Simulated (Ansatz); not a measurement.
**BH₃O₂Si: how energies converge with the basis set**

An exercise on one series of results from a longer session: the logs are not shown, and one member is left open.

Computed with Ansatz 0.2.0, Gaussian basis. Level: one geometry, several basis sets.

Plan: PBE0-D4/def2-SVP; ωB97M-V/def2-SVP; PBE0-D4/def2-QZVPP; ωB97M-V/def2-QZVPP; the functionals' def2-TZVPP values are taken from earlier runs.

## Structure used throughout

An earlier PBE0-D4 in a triple-zeta def2 set relaxation fixed the geometry.

SMILES `O[SiH]1BO1`, 7 atoms, charge 0, spin multiplicity 1.

Atoms are counted from 1 here; the program's logs count them from 0.

Bond lengths: O1–Si2 1.634 Å, O1–H5 0.959 Å, Si2–B3 1.884 Å, Si2–O4 1.735 Å, Si2–H6 1.481 Å, B3–O4 1.351 Å, B3–H7 1.190 Å. Angles: Si2–O1–H5 118.1°, O1–Si2–B3 123.1°, O1–Si2–O4 115.1°, O1–Si2–H6 109.6°, B3–Si2–O4 43.6°, B3–Si2–H6 126.9°, O4–Si2–H6 109.4°, Si2–B3–O4 62.3°, Si2–B3–H7 167.1°, O4–B3–H7 130.6°, Si2–O4–B3 74.1°.

Geometry (Å):

| atom | x (Å) | y (Å) | z (Å) |
| --- | --- | --- | --- |
| O1 | -1.08520 | 0.70212 | -1.14008 |
| Si2 | -0.02735 | 0.46784 | 0.08341 |
| B3 | 1.23246 | -0.93324 | 0.10066 |
| O4 | 0.04066 | -1.15352 | 0.69664 |
| H5 | -1.93261 | 1.10072 | -0.93383 |
| H6 | -0.33634 | 1.40034 | 1.19197 |
| H7 | 2.16948 | -1.65225 | -0.04446 |

Set-up of the first run:

The input, in.yaml:

```yaml
crystal:
  periodic: [false, false, false]
  atoms:
    - {symbol: O, position_ang: [-1.085199, 0.702115, -1.140083]}
    - {symbol: Si, position_ang: [-0.027352, 0.467843, 0.083407]}
    - {symbol: B, position_ang: [1.232462, -0.933245, 0.100657]}
    - {symbol: O, position_ang: [0.040658, -1.153520, 0.696645]}
    - {symbol: H, position_ang: [-1.932614, 1.100717, -0.933828]}
    - {symbol: H, position_ang: [-0.336337, 1.400338, 1.191966]}
    - {symbol: H, position_ang: [2.169482, -1.652247, -0.044463]}
basis:
  gaussian: {orbitals: def2-SVP}
hamiltonian: {xc: pbe0, dispersion: d4}
output: {orbitals: {seedname: orbitals}}
```

The run is started by

```
$ ansatz run in.yaml --threads 2 --pin off --events-out ev --progress --plain --max-ram 4352MiB
```

Among the steps run: PBE0-D4 in def2-SVP; ωB97M-V in def2-SVP; PBE0-D4 in def2-QZVPP; ωB97M-V in def2-QZVPP.

One table of the session follows, with a row left open; its other results are not shown here.

```
functional       basis  HOMO (eV)
   PBE0-D4    def2-SVP      -6.92
   PBE0-D4  def2-TZVPP      -6.99
   PBE0-D4  def2-QZVPP          ?
   ωB97M-V    def2-SVP      -9.04
   ωB97M-V  def2-TZVPP      -9.14
   ωB97M-V  def2-QZVPP      -9.17
```

Estimate the missing values for PBE0-D4, def2-QZVPP.

The run gave: HOMO (eV): -7.01. In the column «HOMO (eV)» it lies between ωB97M-V, def2-SVP (-9.04) and PBE0-D4, def2-TZVPP (-6.99).
